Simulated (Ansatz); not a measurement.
# GeTe: taking an electron away

How much energy removes an electron from GeTe at fixed geometry? The cation is run at each level and the neutral's energy taken from earlier runs.

Program: Ansatz 0.2.0, Gaussian basis. Level of theory: unrestricted cation, the program's frozen cores in correlated methods. These are calculated values, not measurements.

Plan: UKS PBE-D4/def2-TZVPP; UKS r2SCAN-D4/def2-TZVPP; UKS PBE0-D4/def2-TZVPP; UKS B3LYP-D4/def2-TZVPP; UKS wB97X-V/def2-TZVPP; UKS wB97M-V/def2-TZVPP; UKS B2PLYP/def2-TZVPP; UHF-CCSD(T)/def2-TZVPP; UHF-MP2/def2-QZVPP; extrapolation to the limit; then −ε(HOMO) from the neutral's earlier runs with LDA (SPW92), PBE-D4, revPBE-D4, BLYP-D4, r2SCAN-D4, B97M-V, PBE0-D4, B3LYP-D4, r2SCANh-D4, r2SCAN0-D4, HSE06-D4, BHLYP-D4, CAM-B3LYP-D4, LC-ωPBE, ωB97X-V, ωB97M-V.

### Step 1. The relaxed structure

All runs share one geometry, relaxed beforehand with PBE0-D4 in a triple-zeta def2 set. Te takes the def2 core potential; no spin-orbit term is included.

SMILES `[Ge][Te]`, 2 atoms, charge 0, spin multiplicity 1.

Atoms are counted from 1 here; the program's logs count them from 0.

Bond lengths: Ge1–Te2 2.338 Å.

### Step 2. Cation, UKS PBE-D4/def2-TZVPP

The input, in.yaml:

```yaml
crystal:
  periodic: [false, false, false]
  atoms:
    - {symbol: Ge, position_ang: [0.000000, 0.000000, 0.000844]}
    - {symbol: Te, position_ang: [-0.000000, -0.000000, 2.339321]}
basis:
  gaussian: {orbitals: def2-TZVPP}
total_charge: 1
magnetization: {spin_polarized: true, initial_magnetization: 1}
hamiltonian: {xc: pbe, dispersion: d4}
```

Launch:

```
ansatz run in.yaml --threads 4 --pin off --events-out ev --progress --plain --max-ram 10444MiB
```

The runs that follow: Cation, UKS r2SCAN-D4/def2-TZVPP; Cation, UKS PBE0-D4/def2-TZVPP; Cation, UKS B3LYP-D4/def2-TZVPP; Cation, UKS wB97X-V/def2-TZVPP; Cation, UKS wB97M-V/def2-TZVPP; Cation, UKS B2PLYP (frozen core)/def2-TZVPP; Cation, UHF-CCSD(T)/def2-TZVPP; Cation, UHF-MP2/def2-QZVPP.

Q: Predict the results of all the runs planned. Wanted: ionisation energy, CCSD(T)/CBS; nearest functional by difference; nearest −ε(HOMO); −ε(HOMO) of PBE; T1 of the cation.

**Answer**, as computed:

```
                        quantity                 value
  ionisation energy, CCSD(T)/CBS               9.35 eV
nearest functional by difference  r2SCAN-D4 (-0.15 eV)
                nearest −ε(HOMO)    LC-ωPBE (-0.02 eV)
                 −ε(HOMO) of PBE               6.18 eV
                T1 of the cation                 0.016
```

**Reading.** Energy differences with functionals land within 0.40 eV of the reference. The PBE orbital energy is 3.2 eV too small: a semilocal HOMO is no ionisation energy. Among orbital estimates LC-ωPBE comes nearest. Hartree-Fock falls 1.38 eV short, as the neutral has more correlation energy than the cation. The cation may have settled in a state other than its lowest; no search over hole states beyond the program's own was made. Correlated methods include outer-core shells of Ge, Te, which these sets cover unevenly. With outer-core shells in play the reference is unsure by up to some tenths of an eV, so close misses can't be ranked.
